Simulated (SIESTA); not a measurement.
## InO under changes of volume

One of the cells (41.821 Å³/atom); the others are scaled copies at fixed shape and fractional positions:

```
CELL_PARAMETERS angstrom
3.47649 0.00000 0.00000
-1.73824 3.01073 0.00000
0.00000 0.00000 15.98225
ATOMIC_POSITIONS crystal
In 0.66667 0.33333 0.40998
In 0.66667 0.33333 0.59002
O 0.00000 0.00000 0.36013
O 0.00000 0.00000 0.63987
```

```yaml
Program: SIESTA 5.4.2
Functional: PBEsol
Potentials_or_basis: PseudoDojo 0.4 standard (PBEsol files)
Basis: DZP (energy shift 0.003 Ry; two zetas on semicore shells)
Grid_cutoff: 800 Ry
Energy_shift: 0.003 Ry
k_mesh: 9 × 9 × 2
Occupations: fermi-dirac, width 0.05 eV
Spin: no spin polarisation
```

```tsv
volume (Å³/atom)	energy over the lowest point (meV/atom)	gap on the mesh (eV)	largest force (eV/Å)
38.540	12.22	0.49	0.576
39.360	3.58	0.47	0.362
40.181	0.00	0.44	0.278
41.821	?	?	?
42.641	14.72	0.37	0.309
43.461	26.69	0.36	0.445
```

Problem. What does the run at 41.821 Å³/atom give?

Solution. Energy over the lowest point 6.03 meV/atom; gap on the mesh 0.39 eV; largest force 0.162 eV/Å.

Worked out: A Birch-Murnaghan fit of order 3 (a polynomial in V^(-2/3)) to the other rows has its minimum at 40.40 Å³/atom with B0 = V·E''(V) = 42 GPa and B' = 4.4 at fixed shape and positions, which overstates the stiffness. It gives 6.02 meV/atom at 41.821 Å³/atom, against the run's 6.03. A straight line through the other rows of the gap, of slope -1.13 eV per unit of ln V, gives 0.40 eV, against the run's 0.39.

Energies are extrapolated to zero smearing.

Caveats: spin-orbit coupling is left out, which moves the levels of the heavy elements; the basis of atomic orbitals isn't converged, which shifts pressures, moduli and gaps.

A mesh can miss the band edges.
